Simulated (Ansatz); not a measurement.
Run this with Ansatz 0.2.0 through its Python package and show what comes out.

`run_methods.py`:
```python
"""One geometry of HI, method by method."""

from pathlib import Path
import argparse

import ansatz as az
import numpy as np

parser = argparse.ArgumentParser(description="One geometry of HI, method by method.")
parser.add_argument("--basis", required=True, help="Gaussian basis set")
args = parser.parse_args()

GEOMETRY = """
H     0.00000    0.00000    0.00000
I     0.00000    0.00000    1.63000
"""


def main() -> None:
    hi = az.Crystal.molecule()
    for line in GEOMETRY.strip().splitlines():
        symbol, *xyz = line.split()
        hi = hi.atom(symbol, [float(v) for v in xyz])

    calculation = hi.calculation().basis(gaussian=args.basis)

    print("functional    E (Ha)        dipole (D)   HOMO (eV)  LUMO (eV)")
    for name in ["revpbe", "hse06", "r2scan0", "pbe", "cam_b3lyp"]:
        r = calculation.functional(name).forces().orbitals().run(runs_dir="runs").report
        lines = Path(r["orbitals_path"]).read_text().splitlines()
        field_of = lambda key: [line.split("=")[1].strip() for line in lines if line.startswith(key)]
        orbitals = [(27.211386 * float(e), s, float(n)) for e, s, n in zip(field_of("Ene="), field_of("Spin="), field_of("Occup="))]
        homo = max(e for e, _, n in orbitals if n > 0.5)
        lumo = min(e for e, _, n in orbitals if n < 0.5)
        dipole = 4.803205 * np.linalg.norm(r["charge_distribution"]["dipole_moment_e_ang"])
        print(f"{name:10s} {r['free_energy_ev'] / 27.211386246:14.6f} {dipole:9.3f} {homo:11.3f} {lumo:10.3f}")


if __name__ == "__main__":
    main()
```

```console
$ python run_methods.py --basis def2-SVP
functional    E (Ha)        dipole (D)   HOMO (eV)  LUMO (eV)
revpbe        -298.337660     0.588      -6.573     -1.633
hse06         -298.304837     0.662      -7.425     -1.174
r2scan0       -298.383991     0.704      -8.041     -0.645
pbe           -298.279074     0.614      -6.607     -1.678
cam_b3lyp     -298.297296     0.625      -9.065      0.335
```

What to keep in mind:
- Total energies depend on the basis set; only differences at equal settings carry meaning.
- The geometry is a force-field or estimated start, not a minimum of this method, and the basis set is short of its limit. A lower total doesn't mark the better method: functionals have no common bound, and MP2 and coupled cluster aren't variational.
- Levels such as HOMO and LUMO are orbital energies: with these approximate functionals they aren't the ionisation energy and electron affinity, and their gap isn't the fundamental gap.
- hse06 follows the composition of plane-wave codes, whose totals differ by tens of mHa, up to about 0.1 Ha, from the form usual in Gaussian-basis programs (wpbeh).
- Run time: 3.8 s on 1 thread of Arm Neoverse V1, on a shared host, peak memory 0.16 GiB.
